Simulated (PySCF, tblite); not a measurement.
# C3H2F5O2 radical: geometry, infrared bands and EPR parameters

Wanted: the infrared bands and EPR parameters of C3H2F5O2 radical (`[O][C@@H](O)C(F)(F)C(F)(F)F`), by calculation.

The runs use tblite 0.8.0 and PySCF 2.14.0, with density-fitted response routines of our own; the level of theory stands in each step. All values are computed, except where a source is named. Atoms count from 0, in the outputs and in this text.

**1. The starting structure**

12 atoms, charge 0, multiplicity 2; geometry from: force field or distance geometry start.

Bonds of the start (Å): O0–C1 1.42, C1–O2 1.38, C1–C3 1.53, C3–F4 1.38, C3–F5 1.36, C3–C6 1.51, C6–F7 1.38, C6–F8 1.39, C6–F9 1.36, C1–H10 1.11, O2–H11 0.97.

**2. Geometry optimisation with GFN2-xTB**

The job: settings as JSON, then the geometry in Å.

```
{"job": {"kind": "relax", "xc": "GFN2-xTB", "basis": "xTB"}, "charge": 0, "multiplicity": 2}
O      1.139600    -0.080100     1.481600
C      1.086200     0.026000     0.070400
O      1.261600    -1.227100    -0.477200
C     -0.261300     0.652300    -0.282500
F     -0.289700     1.880200     0.349200
F     -0.280900     0.826600    -1.629700
C     -1.406900    -0.186000     0.235300
F     -1.333300    -0.299300     1.608700
F     -2.567300     0.499500    -0.114900
F     -1.405100    -1.386200    -0.412500
H      1.881000     0.754800    -0.173900
H      2.177400    -1.461300    -0.680600
```

Command:

```bash
$ OMP_NUM_THREADS=1 python probes_run.py task.json out
```

This one command runs all jobs of the session in turn.

**Question.** This job is followed by: GFN2-xTB harmonic vibrations, gas phase; UKS B3LYP, pcH-1 on C F H O, non-relativistic, mean-field spin-orbit, GIAO. Predict these results of the whole session: strongest single infrared mode (GFN2-xTB); zero-point energy (GFN2-xTB); g(iso) (B3LYP); ⟨S²⟩; largest a(iso) (averaged by class); surface potential, 1st and 99th percentile.

**Answer**, as computed:

```
                                 quantity                  value
strongest single infrared mode (GFN2-xTB)  1137 cm⁻¹, 466 km/mol
             zero-point energy (GFN2-xTB)          34.8 kcal/mol
                           g(iso) (B3LYP)                2.01090
                                     ⟨S²⟩     0.756 (exact 0.75)
       largest a(iso) (averaged by class)   1H on H10, 357.1 MHz
    surface potential, 1st and 99th percentile     -0.97 V and 2.46 V
```

In words: The optimisation took 90 steps and gained 1.097 eV; among the close pairs (by a distance rule), O0–C1 changed most, from 1.416 to 1.265 Å. No mode is imaginary among the 30: a minimum at this level. GFN2-xTB is a fitted tight-binding method: band positions and strengths are rough. Its intensities can rank the bands wrongly. Most of the unpaired spin sits on O0 (0.67 e). The isotropic g lies 8.6 ppt above the free-electron value.
